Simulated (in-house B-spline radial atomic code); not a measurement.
# Zr: density, ELF and screening along the radius

How do the shells of Zr show in real space, and how much do the settings move them?

Program: in-house B-spline radial atomic code version 1. Level of theory: several methods, spin-polarised, as named in each step; spherical all-electron atom at the radial basis limit. These are calculated values, not measurements, unless marked.

**1. Starting point**

* element: zirconium (Z = 40)
* charge: 0
* electrons: 40
* configuration: [Kr] 4d2 5s2
* nucleus: point (non-relativistic runs) or finite (X2C runs)

Outer shells as boxes (Hund's rule):

[Kr] 4d2 5s2
```
[Kr] core
4d [↑ ][↑ ][  ][  ][  ]
5s [↑↓]
```

Where spins are not typed, each open shell is filled with up spins first.

**2. BP86, non-rel., [Kr] 4d2 5s2**

Settings, as recorded:

```ini
Z = 40
electrons = 40.0
configuration = [Kr] 4d2 5s2
hamiltonian = nr
method = b88,p86
spin_polarised = True
```

Command:

```sh
> python run_scf.py task.json out
```

The settings of every run stand in task.json; they run in order.

**3. LDA (VWN5), X2C, [Kr] 4d2 5s2**

Settings, as recorded:

```ini
Z = 40
electrons = 40.0
configuration = [Kr] 4d2 5s2
hamiltonian = x2c
method = lda,vwn
spin_polarised = True
nucleus = fermi
rms_radius = 4.2694
mass_number = 90
atomic_mass = 89.904698755
speed_of_light = 137.035999084
```

**4. PBE, X2C, [Kr] 4d2 5s2**

Settings: those of step 3 with these lines changed.

```diff
@@ -4,3 +4,3 @@
 hamiltonian = x2c
-method = lda,vwn
+method = pbe,pbe
 spin_polarised = True
```

**5. Hartree-Fock, X2C, [Kr] 4d2 5s2**

Settings: those of step 4 with these lines changed.

```diff
@@ -4,3 +4,3 @@
 hamiltonian = x2c
-method = pbe,pbe
+method = hf
 spin_polarised = True
```

**6. LDA (VWN5), X2C, [Kr] 4d2 5s1 6s1**

Settings: those of step 5 with these lines changed.

```diff
@@ -2,5 +2,5 @@
 electrons = 40.0
-configuration = [Kr] 4d2 5s2
+configuration = [Kr] 4d2 5s1 6s1
 hamiltonian = x2c
-method = hf
+method = lda,vwn
 spin_polarised = True
```

How large is the system in each run, where do the shell borders lie, and what is the highest level?

**Answer**, as computed:

| run | total energy (hartree) | highest level (eV) | radius holding 50 / 90 / 99 % (bohr) | radius at n = 0.001 (bohr) | ELF minima on the full grid (bohr) |
| --- | --- | --- | --- | --- | --- |
| BP86, non-rel., [Kr] 4d2 5s2 | -3541.2769 | -4.070 | 0.448 / 1.90 / 5.02 | 5.11 | 0.060, 0.22, 0.81, 2.4 |
| LDA (VWN5), X2C, [Kr] 4d2 5s2 | -3593.8433 | -4.158 | 0.445 / 1.90 / 4.93 | 5.07 | 0.059, 0.22, 0.79, 2.4 |
| PBE, X2C, [Kr] 4d2 5s2 | -3597.8843 | -4.045 | 0.445 / 1.90 / 4.96 | 5.08 | 0.059, 0.22, 0.80, 2.4 |
| Hartree-Fock, X2C, [Kr] 4d2 5s2 | -3596.2098 | -5.379 | 0.444 / 1.90 / 5.22 | 5.15 | 0.061, 0.23, 0.85, 2.5 |
| LDA (VWN5), X2C, [Kr] 4d2 5s1 6s1 | -3593.6859 | -1.479 | 0.445 / 1.89 / 9.60 | 4.48 | 0.055, 0.23, 0.73, 2.4, 6.1 |

What this shows: In the first run ELF has 4 minima on the grid, which mark the borders between shells. On the record's full grid the screened charge (r times the electrostatic potential) falls from 39.9 near the nucleus to 0.00 at 14 bohr; far out it tends to the net charge, 0. The radius that holds 99 % of the electrons runs from 4.93 bohr (LDA (VWN5), X2C, [Kr] 4d2 5s2) to 9.60 bohr (LDA (VWN5), X2C, [Kr] 4d2 5s1 6s1). The grid is coarse (about 25 % a step), so the places of minima are rough. For X2C runs ELF uses the non-relativistic kinetic energy density, and the fields carry no picture-change correction.
